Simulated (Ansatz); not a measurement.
# TiTe2: a single-point run

The task is a single-point run on TiTe2. The structure is shown as the input types it. The cell is built on a prototype (CdCl2 type) and needn't be the phase found in nature.

Program: Ansatz 0.2.0. Level of theory: density functional or hybrid calculation with the settings of its input, plane waves (as first typed). These are calculated values, not measurements.

2 further runs of the same task are left out: 2 that didn't finish.

## (1) The starting structure

Symmetry: R-3m, No. 166, trigonal system. Conventional cell: a = 3.775 Å, b = 3.775 Å, c = 20.606 Å, α = 90.00°, β = 90.00°, γ = 120.00°. Ti (site symmetry -3m) has 6 Te at 2.77 Å as nearest neighbours. Te (site symmetry 3m) is surrounded by 3 Ti at 2.77 Å.

As a file:

```
Ti Te
1.0
     1.88767    1.08985    6.86863
    -1.88767    1.08985    6.86863
     0.00000   -2.17969    6.86863
Ti Te
1 2
Direct
  0.00000 0.00000 0.00000
  0.25060 0.25060 0.25060
  0.74940 0.74940 0.74940
```

## (2) Input and run

The input, input.yaml:

```yaml
crystal:
  lattice:
    - [1.8876707345, 1.0898472067, 6.8686281622]
    - [-1.8876707345, 1.0898472067, 6.8686281622]
    - [0.0, -2.1796944134, 6.8686281622]
  atoms:
    - { symbol: Ti, position: [0.0, 0.0, 0.0] }
    - { symbol: Te, position: [0.2506047259, 0.2506047259, 0.2506047259] }
    - { symbol: Te, position: [0.7493952741, 0.7493952741, 0.7493952741] }
kpoints:
  mp_grid: { grid: [6, 6, 6] }
hamiltonian:
  xc: pbesol
scf:
  occupations: { method: fermi_dirac, width: 0.02 }
  n_extra_bands: 4
  max_iter: 78
output:
  forces: true
  stress: true
  eigenvalues: true
basis:
  ecutrho_ratio: 1
```

The run is started by

```
ansatz run input.yaml --threads 4 --pin off --max-ram 3686MiB --backend cpu --events-out ev --progress --plain --runs-dir out
```

Q: Will this input give a usable result? If not, why, and what should change?

This run ends as converged, with warnings (cutoff below recommended). Its log warns: «basis.ecutrho_ratio = 1 (ecutrho = 420 eV) is below the records' recommended 1680 eV»

Look at the input: basis.ecutrho_ratio is 1. The density grid can't hold the products of the orbitals.

Run again and compare: delete basis.ecutrho_ratio (the default then holds).
